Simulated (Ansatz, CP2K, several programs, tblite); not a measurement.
Energy against volume for ZnCSb2, ordered on the zincblende lattice (P-4m2) with 8 atoms a cell, at fixed shape and fractional coordinates, computed by several methods (PBE and r2SCAN, where shown, with plane waves in Ansatz); the cell shown is that of r2SCAN. With free coordinates or axes held, a curve is too stiff, and on another method's shape its minimum isn't the method's own volume. It is tetragonal, P-4m2 (No. 115); a = 3.887 Å, c = 11.568 Å in the conventional setting, 21.85 Å³ an atom. Zn has 4 Sb at 2.56–2.61 Å; Sb has 4 Zn at 2.56 Å; Sb has 2 C at 2.30 Å and 2 Zn at 2.61 Å; C has 4 Sb at 2.25–2.30 Å; Sb has 4 C at 2.25 Å. Computed, not measured; no magnetism was allowed, and whether the structure is a known phase isn't checked. Energies count from each curve's lowest point; fits are third-order Birch-Murnaghan.

```cif
data_structure
_symmetry_space_group_name_H-M 'P 1'
_symmetry_Int_Tables_number 1
_cell_length_a 3.8871
_cell_length_b 3.8871
_cell_length_c 11.5679
_cell_angle_alpha 90.000
_cell_angle_beta 90.000
_cell_angle_gamma 90.000
_cell_volume 174.78
loop_
_atom_site_label
_atom_site_type_symbol
_atom_site_fract_x
_atom_site_fract_y
_atom_site_fract_z
_atom_site_occupancy
Zn1 Zn 0.50000 0.00000 0.85573 1
Sb1 Sb 0.50000 0.50000 0.00000 1
Zn2 Zn 0.00000 0.50000 0.14427 1
Sb2 Sb 0.00000 0.00000 0.29522 1
C1 C 0.50000 0.00000 0.40118 1
Sb3 Sb 0.50000 0.50000 0.50000 1
C2 C 0.00000 0.50000 0.59882 1
Sb4 Sb 0.00000 0.00000 0.70478 1
```

GFN1-xTB (tblite), on the shape of the cell shown, as a cluster of 72 atoms at the zone centre:
```
V (Å³/atom)  E (meV/atom)
     19.226         87.92
     20.537         16.29
     21.848          0.00
     23.159         21.49
     24.469         69.12
```
V₀ = 21.68 Å³ an atom and B₀ = 80 GPa.

r2SCAN, on the shape of its own relaxed cell:

| V (Å³/atom) | E (meV/atom) |
| --- | --- |
| 20.537 | 19.93 |
| 21.192 | 4.68 |
| 21.848 | 0.00 |
| 22.503 | 4.31 |
| 23.159 | 16.24 |

V₀ = 21.84 Å³ an atom and B₀ = 73 GPa.

Question: PBE, on the shape of its own relaxed cell, gives
```
V (Å³/atom)  E (meV/atom)
     21.157         18.47
     21.833          4.36
     22.508          0.00
     23.183          3.92
     23.858         14.81
```
What equilibrium volume and bulk modulus follow?

Answer: V₀ = 22.51 Å³ an atom and B₀ = 65 GPa.

Question: PBE/SZV (CP2K), on the shape of the cell shown, gives
```csv
V (Å³/atom),E (meV/atom)
19.226,228.61
20.537,95.87
21.848,24.91
23.159,0.00
24.469,8.89
```
What equilibrium volume and bulk modulus follow?

Answer: V₀ = 23.41 Å³ an atom and B₀ = 70 GPa.

PBE/DZVP (CP2K), on the shape of the cell shown:
```
V (Å³/atom)  E (meV/atom)
     19.226        157.62
     20.537         56.17
     21.848          8.43
     23.159          0.00
     24.469         19.70
```
V₀ = 22.84 Å³ an atom and B₀ = 65 GPa.
